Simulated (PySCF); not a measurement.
# C4H12InO4 ([In(OMe)4]-): the cost of one run

The runs use PySCF 2.14.0, with density-fitted response routines of our own; the level of theory stands in each step. All values are computed, except where a source is named. Atoms count from 0, in the outputs and in this text.

### Step 1. The molecule as given

21 atoms, charge -1, multiplicity 1; geometry from: GFN2-xTB. The atoms were then displaced at random by about 0.03 Å, so the start is not that level's minimum.

Bonds of the start (Å): In0–O1 2.05, In0–O6 2.05, In0–O11 2.16, In0–O16 2.02, O1–C2 1.35, C2–H3 1.07, C2–H4 1.10, C2–H5 1.13, O6–C7 1.40, C7–H8 1.11, C7–H9 1.04, C7–H10 1.08, O11–C12 1.38, C12–H13 1.15, C12–H14 1.00, C12–H15 1.16, O16–C17 1.43, C17–H18 1.09, C17–H19 1.12, C17–H20 1.11.

### Step 2. Optimising the geometry at PBE0-D3(BJ)/def2-SVP

The job: settings as JSON, then the geometry in Å.

```
{"job": {"xc": "PBE0", "basis": "def2-SVP", "d3": "d3bj", "grid": 1, "maxiter": 40, "shake": 0.03, "kind": "geom"}, "charge": -1, "multiplicity": 1}
In     0.065690    -0.088690     0.008590
O      0.270820     0.083680     2.042500
C      1.315860    -0.596080     2.548840
H      1.292460    -1.665540     2.625500
H      1.542260    -0.235230     3.564740
H      2.280130    -0.423180     1.984210
O      1.937270    -0.041910    -0.827970
C      2.060570    -0.445400    -2.163120
H      1.467390    -1.380730    -2.274410
H      3.073290    -0.637440    -2.333690
H      1.611210     0.280380    -2.831920
O     -1.215120     1.587810    -0.457700
C     -1.131440     2.795360     0.205190
H     -0.975720     2.601480     1.330690
H     -1.950220     3.363240     0.082460
H     -0.169490     3.368090    -0.095250
O     -0.952510    -1.653850    -0.765830
C     -2.372660    -1.692570    -0.642010
H     -2.689250    -1.950970     0.371780
H     -2.793340    -2.489430    -1.303590
H     -2.853940    -0.763030    -0.998620
```

Started as:

```sh
$ OMP_NUM_THREADS=1 python probes_run.py task.json out
```

This one command runs all jobs of the session in turn.

Q: Estimate the wall time and peak memory of this first job on 1 thread of Arm Neoverse V1, shared host.

About 3.8 min, with a peak of 0.89 GiB.
